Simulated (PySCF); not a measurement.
# C5H10O2: the cost of one run

Computed with PySCF 2.14.0, with density-fitted response routines of our own, on a single molecule, in the gas phase or a continuum. Atoms are numbered from 0 throughout.

## 1. The starting structure

17 atoms, charge 0, multiplicity 1; geometry from: GFN2-xTB. The atoms were then displaced at random by about 0.01 Å, so the start is not that level's minimum.

Bonds of the start (Å): C0–C1 1.50, C1–C2 1.54, C1–C3 1.51, C1–C4 1.52, C4–O5 1.21, C4–O6 1.34, C0–H7 1.10, C0–H8 1.06, C0–H9 1.11, C2–H10 1.08, C2–H11 1.06, C2–H12 1.07, C3–H13 1.09, C3–H14 1.12, C3–H15 1.09, O6–H16 0.96.

## 2. Geometry optimisation at PBE0-D3(BJ)/def2-SVP

Job settings and geometry (Å):

```
{"job": {"xc": "PBE0", "basis": "def2-SVP", "d3": "d3bj", "grid": 1, "shake": 0.01, "kind": "geom"}, "charge": 0, "multiplicity": 1}
C     -0.169220     1.464070    -0.685550
C     -0.085160     0.099990    -0.057130
C     -0.643060    -0.968150    -1.016810
C     -0.809790     0.065270     1.269980
C      1.380560    -0.210230     0.214520
O      2.308130     0.525860    -0.014230
O      1.563610    -1.412530     0.785060
H      0.230510     2.251180    -0.026930
H      0.371210     1.532590    -1.599650
H     -1.233260     1.721190    -0.887610
H     -0.082030    -0.958160    -1.938100
H     -1.665680    -0.769370    -1.212570
H     -0.561330    -1.942850    -0.572120
H     -0.768280    -0.914310     1.740840
H     -1.900350     0.260980     1.099590
H     -0.451640     0.824260     1.967610
H      2.499260    -1.557990     0.943270
```

Run with:

```sh
> OMP_NUM_THREADS=1 python probes_run.py task.json out
```

This one command runs all jobs of the session in turn.

**Question.** How long does this first job take on 1 thread of Arm Neoverse V1, shared host, and how much memory does it need?

About 52 s, with a peak of 0.62 GiB.
